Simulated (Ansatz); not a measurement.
# Zn (hcp type): how the settings move a relaxation

How sensitive is a relaxation of Zn (hcp type) to its settings? A reference run comes first, then one run with altered input.

Program: Ansatz 0.2.0. Level of theory: reference: DFT, PBE, PAW with Ansatz's default frozen-core files, scalar-relativistic. These are calculated values, not measurements.

## 1. The structure to begin with

The structure is hexagonal, space group P6_3/mmc (No. 194). The conventional cell has a = 2.785 Å, b = 2.785 Å, c = 4.512 Å, α = 90.00°, β = 90.00°, γ = 120.00°. Around Zn (site symmetry -6m2) lie 12 Zn at 2.77 to 2.79 Å.

Structure file:

```xyz
2
Lattice="2.7851 0.0000 0.0000 -1.3925 2.4119 0.0000 0.0000 0.0000 4.5118" Properties=species:S:1:pos:R:3 pbc="T T T"
Zn    0.0000    1.6080    1.1280
Zn    1.3925    0.8040    3.3839
```

## 2. Reference

Contents of input.yaml:

```yaml
crystal:
  lattice:
    - [2.7850770257, 0.0, 0.0]
    - [-1.3925385129, 2.4119474558, 0.0]
    - [0.0, 0.0, 4.5118247817]
  atoms:
    - { symbol: Zn, position: [0.3333333333, 0.6666666667, 0.25] }
    - { symbol: Zn, position: [0.6666666667, 0.3333333333, 0.75] }
kpoints:
  mp_grid: { grid: [18, 18, 10] }
scf:
  occupations: { method: fermi_dirac, width: 0.08 }
hamiltonian:
  xc: pbe
  pseudopotentials: { kind: paw }
output:
  forces: true
  stress: true
relax:
  f_tol: 0.005
  max_steps: 40
  cell: {}
```

Started as:

```
$ ansatz run input.yaml --threads 2 --pin off --max-ram 4096MiB --backend cpu --events-out ev --progress --plain --runs-dir out
```

## 3. Variant: mp_grid.grid [22, 22, 12], scf.algorithm density_mixing, xc lda

Edit input.yaml of step 2 so:

```diff
@@ -9,7 +9,8 @@
 kpoints:
-  mp_grid: { grid: [18, 18, 10] }
+  mp_grid: { grid: [22, 22, 12] }
 scf:
   occupations: { method: fermi_dirac, width: 0.08 }
+  algorithm: density_mixing
 hamiltonian:
-  xc: pbe
+  xc: lda
   pseudopotentials: { kind: paw }
```

What does the calculation give? Wanted: for each run, ending; energy change; pressure; gap; force.

The runs gave:

```csv
run,ending,energy change,pressure (GPa),gap (eV),force (eV/Å),cycles,time
reference,converged,-,0.0,0.00,0.00,72,41 s
"1: mp_grid.grid [22, 22, 12], scf.algorithm density_mixing, xc lda",converged,not comparable,0.0,0.00,0.00,63,59 s
```

**Reading.** Total energies don't compare across a change of functional; the final volume goes from 30.64 to 27.09 Å³. The k-point mesh changed too. Cost: 63 SCF cycles against 72, 59 s against 41 s.
